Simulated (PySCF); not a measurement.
# Ca²⁺: changing the method

What do other methods print for Ca²⁺?

Method: method and basis as typed in the scripts; program: PySCF 2.14.0.

1 further run of the same task is left out (it didn't finish).

### Step 1. The atom

Ca²⁺: 1 atom, charge 2, spin multiplicity 1.

### Step 2. The base run

input.py reads:

```python
from pyscf import gto, scf, cc

mol = gto.M(
    atom='Ca 0 0 0',
    basis='lanl2dz',
    ecp={'Ca': 'lanl2dz'},
    charge=2,
    spin=0,
    symmetry=True,
    verbose=3,
)
mf = scf.RHF(mol)
mf.kernel()
mycc = cc.CCSD(mf)
mycc.kernel()
e = mycc.ipccsd(nroots=5)[0]
print('roots (eV) =', (e*27.211386).round(3))
mf.dip_moment()
print('orbital energies (hartree):', mf.mo_energy[..., max(0, mol.nelec[1]-3):mol.nelec[0]+3].round(4))
```

Started as:

```console
> OMP_NUM_THREADS=1 python input.py
```

### Step 3. Population analysis

Edit 1 changes step after the SCF: eomip → analyze.

input.py: that of step 2 with these lines changed.

```diff
@@ -1,2 +1,2 @@
-from pyscf import gto, scf, cc
+from pyscf import gto, scf
 
@@ -13,6 +13,3 @@
 mf.kernel()
-mycc = cc.CCSD(mf)
-mycc.kernel()
-e = mycc.ipccsd(nroots=5)[0]
-print('roots (eV) =', (e*27.211386).round(3))
+mf.mulliken_pop()
 mf.dip_moment()
```

### Step 4. Frozen orbitals 1

Edit 2 changes frozen orbitals: none → 1.

input.py: that of step 2 with these lines changed.

```diff
@@ -13,3 +13,3 @@
 mf.kernel()
-mycc = cc.CCSD(mf)
+mycc = cc.CCSD(mf, frozen=1)
 mycc.kernel()
```

### Step 5. X3lyp (RKS)

Edit 3 changes functional: none (Hartree–Fock) → x3lyp; SCF type: RHF → RKS; step after the SCF: eomip → analyze.

input.py reads:

```python
from pyscf import gto, dft

mol = gto.M(
    atom='Ca 0 0 0',
    basis='lanl2dz',
    ecp={'Ca': 'lanl2dz'},
    charge=2,
    spin=0,
    symmetry=True,
    verbose=3,
)
mf = dft.RKS(mol, xc='x3lyp')
mf.kernel()
mf.mulliken_pop()
mf.dip_moment()
print('orbital energies (hartree):', mf.mo_energy[..., max(0, mol.nelec[1]-3):mol.nelec[0]+3].round(4))
```

### Step 6. CCSD(T)

Edit 4 changes step after the SCF: eomip → ccsd(t).

input.py: that of step 2 with these lines changed.

```diff
@@ -15,4 +15,3 @@
 mycc.kernel()
-e = mycc.ipccsd(nroots=5)[0]
-print('roots (eV) =', (e*27.211386).round(3))
+mycc.ccsd_t()
 mf.dip_moment()
```

### Step 7. Hcth407 (RKS)

Edit 5 changes functional: none (Hartree–Fock) → hcth407; SCF type: RHF → RKS; step after the SCF: eomip → analyze.

input.py reads:

```python
from pyscf import gto, dft

mol = gto.M(
    atom='Ca 0 0 0',
    basis='lanl2dz',
    ecp={'Ca': 'lanl2dz'},
    charge=2,
    spin=0,
    symmetry=True,
    verbose=3,
)
mf = dft.RKS(mol, xc='hcth407')
mf.kernel()
mf.mulliken_pop()
mf.dip_moment()
print('orbital energies (hartree):', mf.mo_energy[..., max(0, mol.nelec[1]-3):mol.nelec[0]+3].round(4))
```

Before running it: what results should come out? Wanted: for each run, E(SCF); from base; after the SCF.

**Answer**, as computed:

| run | E(SCF) (hartree) | from base (eV) | after the SCF |
| --- | --- | --- | --- |
| base | -35.610350 | 0 | CCSD correlation -0.045 eV, first root 51.03 eV |
| population analysis | -35.610350 | 0.0000 | n/a |
| frozen orbitals 1 | -35.610350 | 0.0000 | CCSD correlation -0.024 eV, core frozen, first root 51.12 eV |
| x3lyp (RKS) | -35.856868 | not comparable | n/a |
| CCSD(T) | -35.610350 | 0.0000 | CCSD(T) correlation -0.046 eV |
| hcth407 (RKS) | -36.013876 | not comparable | n/a |

In words: Total energies of different functionals can't be compared with each other; differences within one functional can.
